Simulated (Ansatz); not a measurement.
# ZnBi3 in Ansatz: convergence with k mesh

Crystal: ZnBi3.

```xyz
4
Lattice="4.8732 0.0000 0.0000 0.0000 4.8732 0.0000 0.0000 0.0000 4.8732" Properties=species:S:1:pos:R:3 pbc="T T T"
Bi    2.4366    2.4366    0.0000
Bi    2.4366    0.0000    2.4366
Bi    0.0000    2.4366    2.4366
Zn    0.0000    0.0000    0.0000
```

The cell comes from a database or a generator and needn't be the stable form of this composition.

* Program: Ansatz 0.2.0
* Task: convergence study
* Functional: PBE
* Potentials or basis: Ansatz PAW
* Cutoff: 420 eV (not typed: the program's choice for these potentials)
* k mesh: 2 × 2 × 2
* Occupations: methfessel-paxton, width 0.05 eV
* Spin: spin-orbit coupling, no magnetisation

These are the settings of the first run; the series varies k mesh, with any setting tied to it.

Hardware: 2 threads of Arm Neoverse V2 (shared host).

Question: The values tried are 2 × 2 × 2, 3 × 3 × 3, 4 × 4 × 4, 5 × 5 × 5, 6 × 6 × 6, 8 × 8 × 8, 9 × 9 × 9, loosest first. From which on does the pressure stay within 0.1 GPa of the tightest run that finished?

Answer: From 8 × 8 × 8 on.

```csv
k mesh,"energy less the tightest run, at zero smearing (meV/atom)",pressure (GPa),SCF cycles,CPU time (s),peak memory (GiB)
2 × 2 × 2,106.40,1.14,8,6.5,0.64
3 × 3 × 3,20.50,1.34,8,6.6,0.65
4 × 4 × 4,15.38,1.13,8,16,0.68
5 × 5 × 5,-8.04,0.85,8,15,0.69
6 × 6 × 6,-9.95,0.88,8,27,0.77
8 × 8 × 8,2.50,1.06,9,47,0.88
9 × 9 × 9,0.00,1.04,9,47,0.87
```

Not settled before the last step: the energy (to 1 meV/atom). Meshes of other sizes hit other points, so gaps and Fermi surfaces needn't settle smoothly. The tightest run that finished is the yardstick and may itself not be fully converged.
